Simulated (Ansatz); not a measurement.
# LaTiO3: the cost of one run

Method: DFT r²SCAN+U (U_eff = 1 eV on Ti d), plane waves, PAW, no spin–orbit coupling unless a run says so, in Ansatz 0.2.0.

**1. The starting structure**

Symmetry: Pm-3m, No. 221, cubic system. The conventional cell has a = 3.920 Å, b = 3.920 Å, c = 3.920 Å, α = 90.00°, β = 90.00°, γ = 90.00°. Around La (site symmetry m-3m) lie 12 O at 2.77 Å. Ti (site symmetry m-3m) has 6 O at 1.96 Å as nearest neighbours. O (site symmetry 4/mmm) is surrounded by 2 Ti at 1.96 Å and 4 La at 2.77 Å.

Coordinates:

```xyz
5
Lattice="3.9200 0.0000 0.0000 0.0000 3.9200 0.0000 0.0000 0.0000 3.9200" Properties=species:S:1:pos:R:3 pbc="T T T"
La    0.0000    0.0000    0.0000
Ti    1.9600    1.9600    1.9600
O     0.0000    1.9600    1.9600
O     1.9600    1.9600    0.0000
O     1.9600    0.0000    1.9600
```

Magnetic order typed: ferromagnetic.

**2. From atoms, symmetry kept, no search**

input.yaml

```yaml
crystal:
  lattice:
    - [3.9200046, 0.0, 0.0]
    - [0.0, 3.9200046, 0.0]
    - [0.0, 0.0, 3.9200046]
  atoms:
    - { symbol: La, position: [0.0, 0.0, 0.0] }
    - { symbol: Ti, position: [0.5, 0.5, 0.5], spin: 1.0 }
    - { symbol: O, position: [0.0, 0.5, 0.5] }
    - { symbol: O, position: [0.5, 0.5, 0.0] }
    - { symbol: O, position: [0.5, 0.0, 0.5] }
basis:
  ecutwfc: 500
  ecutrho_ratio: 4
kpoints:
  mp_grid: { grid: [5, 5, 5] }
hamiltonian:
  xc: r2scan
  hubbard: { sites: [{ site: 1, l: d, u_eff: 1.0 }] }
scf:
  occupations: { method: gaussian, width: 0.05 }
  lower_state_search: "off"
  max_iter: 150
output:
  forces: true
  stress: true
  eigenvalues: true
  populations: true
  hubbard: { sites: [{ site: 1, l: d }] }
magnetization:
  spin_polarized: true
```

Run with:

```
ansatz run input.yaml --threads 4 --pin off --max-ram 6144MiB --backend cpu --events-out ev --progress --plain --runs-dir out
```

**Question.** How long does this run take on 4 threads of Arm Neoverse V2, shared host, and how much memory does it need?

About 5.2 s, with a peak of 0.55 GiB.
